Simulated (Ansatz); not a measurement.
# H5C2: the cost of one run

Program: Ansatz 0.2.0. Level of theory: DFT PBE+D3(BJ), plane waves, PAW, scalar-relativistic, no spin polarisation. These are calculated values, not measurements.

## (1) The starting structure

The cell holds 28 atoms (C8H20): a = 5.408 Å, b = 4.887 Å, c = 7.275 Å, α = 90.00°, β = 104.65°, γ = 90.00°.

Its coordinates follow in the input file.

## (2) Run 1

200 steps of 0.5 fs under a Langevin thermostat at 1200 K.

Contents of input.yaml:

```yaml
accuracy: low
crystal:
  lattice:
    - [5.408, 0.0, 0.0]
    - [0.0, 4.887, 0.0]
    - [-1.839948, 0.0, 7.038481]
  atoms:
    - { symbol: H, position: [0.1321, 0.9048, 0.1836] }
    - { symbol: H, position: [0.8679, 0.4048, 0.3164] }
    - { symbol: H, position: [0.8679, 0.0952, 0.8164] }
    - { symbol: H, position: [0.1321, 0.5952, 0.6836] }
    - { symbol: H, position: [0.2331, 0.8633, 0.0017] }
    - { symbol: H, position: [0.7669, 0.3633, 0.4983] }
    - { symbol: H, position: [0.7669, 0.1367, 0.9983] }
    - { symbol: H, position: [0.2331, 0.6367, 0.5017] }
    - { symbol: H, position: [0.4453, 0.2289, 0.1812] }
    - { symbol: H, position: [0.5547, 0.7289, 0.3188] }
    - { symbol: H, position: [0.5547, 0.7711, 0.8188] }
    - { symbol: H, position: [0.4453, 0.2711, 0.6812] }
    - { symbol: H, position: [0.1842, 0.38, 0.1612] }
    - { symbol: H, position: [0.8158, 0.88, 0.3388] }
    - { symbol: H, position: [0.8158, 0.62, 0.8388] }
    - { symbol: H, position: [0.1842, 0.12, 0.6612] }
    - { symbol: H, position: [0.2905, 0.3353, 0.982] }
    - { symbol: H, position: [0.7095, 0.8353, 0.518] }
    - { symbol: H, position: [0.7095, 0.6647, 0.018] }
    - { symbol: H, position: [0.2905, 0.1647, 0.482] }
    - { symbol: C, position: [0.1379, 0.9861, 0.0631] }
    - { symbol: C, position: [0.8621, 0.4861, 0.4369] }
    - { symbol: C, position: [0.8621, 0.0139, 0.9369] }
    - { symbol: C, position: [0.1379, 0.5139, 0.5631] }
    - { symbol: C, position: [0.2772, 0.2574, 0.1] }
    - { symbol: C, position: [0.7228, 0.7574, 0.4] }
    - { symbol: C, position: [0.7228, 0.7426, 0.9] }
    - { symbol: C, position: [0.2772, 0.2426, 0.6] }
basis:
  ecutwfc: 250.0
kpoints:
  mp_grid: { grid: [2, 2, 2] }
hamiltonian:
  xc: pbe
  dispersion: d3bj
scf:
  occupations: { method: fermi_dirac, width: 0.05 }
  lower_state_search: "off"
md:
  timestep: 0.5
  n_steps: 200
  ensemble: nvt_langevin
  temperature: 1200.0
  initial_velocities: maxwell_boltzmann
  seed: 398866
  friction: 0.02
```

Run with:

```bash
ansatz run input.yaml --threads 1 --pin off --max-ram 3072MiB --backend cpu --events-out ev --progress --plain --runs-dir out
```

What time and memory should one allow on 1 thread of Arm Neoverse V1, shared host?

About 5.3 min, with a peak of 0.35 GiB.
